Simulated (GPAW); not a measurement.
Runs of GPAW 26.7.0 on SiSe. It takes space group P-6m2 (No. 187, hexagonal). The conventional cell has a = 3.595 Å, b = 3.595 Å, c = 3.599 Å, α = 90.00°, β = 90.00°, γ = 120.00°. Si (site symmetry -6m2) is surrounded by 6 Se at 2.75 Å. Se (site symmetry -6m2) is surrounded by 6 Si at 2.75 Å. The cell was built by a generator and needn't be a form met in nature.

```csv
level,gap on the mesh (eV),pressure (GPa),relaxed volume (Å³/atom)
BLYP+D3(BJ)+ATM,none,0.1,20.20
BLYP+D3(BJ),none,0.0,(b)
BLYP+D3,none,0.0,22.97
BLYP,none,-0.1,(a)
BLYP+D3M(BJ),none,0.0,19.98
BLYP+D3(op),none,0.1,22.84
```

Alike in all rows: task relaxation of cell and atoms; potentials or basis PAW data sets generated in the run's folder for this functional, pw; no spin polarisation; cell relaxed; k mesh 7 × 7 × 6; cutoff (eV) 600; smearing fermi-dirac 0.05 eV.

Question: Estimate the missing entries.

Answer: (a) 23.27; (b) 20.07.

Caveats: later steps reuse the first step's grids; pairwise dispersion overbinds metals, which lowers pressure and volume (some runs); the volume moved by over 15 % at a fixed basis, so the end points are rough (some runs).

A k mesh can miss the band edges, and the runs leave out spin-orbit coupling on Se.

A gap of «none» marks a metal or a gap under the smearing width.
